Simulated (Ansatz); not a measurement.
# C3H6BCl, SMILES ClC1BCC1: a ladder of methods at one geometry

With Ansatz 0.2.0, Python API.

Input file `c3h6bcl.xyz`:
```text
11

Cl   -0.70390    2.27030    0.45100
C    -0.78690    0.52840    0.43970
B    -0.76140   -0.04930   -1.07150
C     0.75210   -0.65280   -0.57490
C     0.54590   -0.08560    0.78990
H    -1.63200    0.13110    1.02370
H    -1.36600   -0.03300   -2.02990
H     1.57090   -0.21790   -1.14490
H     0.67080   -1.75770   -0.52770
H     0.44890   -0.86050    1.61480
H     1.32690    0.66990    1.05040
```

The cells in order, each with its output:

**Cell 1**
```python
from pathlib import Path
import warnings

import ansatz as az
import numpy as np

warnings.simplefilter("ignore", az.DeckWarning)
```

**Cell 2**
```python
molecule = az.Crystal.molecule_from_extxyz("c3h6bcl.xyz")
```

**Cell 3**
```python
base = molecule.calculation().basis(gaussian="cc-pVDZ")
```

**Cell 4**
```python
print("functional    E (Ha)        dipole (D)   HOMO (eV)  LUMO (eV)")
for name in ["r2scan0", "lc_wpbe", "b3lyp", "r2scan", "pbe"]:
    summary = base.functional(name).forces().orbitals().run(threads=1, backend="cpu", runs_dir="runs").report
    lines = Path(summary["orbitals_path"]).read_text().splitlines()
    field_of = lambda key: [line.split("=")[1].strip() for line in lines if line.startswith(key)]
    orbitals = [(27.211386 * float(e), s, float(n)) for e, s, n in zip(field_of("Ene="), field_of("Spin="), field_of("Occup="))]
    homo = max(e for e, _, n in orbitals if n > 0.5)
    lumo = min(e for e, _, n in orbitals if n < 0.5)
    dipole = 4.803205 * np.linalg.norm(summary["charge_distribution"]["dipole_moment_e_ang"])
    print(f"{name:10s} {summary['free_energy_ev'] / 27.211386246:14.6f} {dipole:9.3f} {homo:11.3f} {lumo:10.3f}")
```
Output:
```text
functional    E (Ha)        dipole (D)   HOMO (eV)  LUMO (eV)
r2scan0       -602.786851     1.847      -7.259     -1.435
lc_wpbe       -602.697823     1.844      -9.842      0.775
b3lyp         -602.934982     1.695      -6.865     -1.809
r2scan        -602.796298     1.776      -6.068     -2.306
pbe           -602.520100     1.616      -5.797     -2.635
```

Reading the output:
- Total energies depend on the basis set; only differences at equal settings carry meaning.
- The geometry is a force-field or estimated start, not a minimum of this method, and the basis set is short of its limit. A lower total doesn't mark the better method: functionals have no common bound, and MP2 and coupled cluster aren't variational.
- b3lyp holds the VWN-RPA fit, as in Gaussian; the form of ORCA and Turbomole is b3lyp5.
- Levels such as HOMO and LUMO are orbital energies: with these approximate functionals they aren't the ionisation energy and electron affinity, and their gap isn't the fundamental gap.
- For Al to Cl the sets with a tight d function, cc-pV(X+d)Z, are usual.
- Finished in 36 s on 1 thread of Arm Neoverse V1 (shared host), peak memory 0.29 GiB.

(Lines on the test bed's own set-up are left out of the output.)
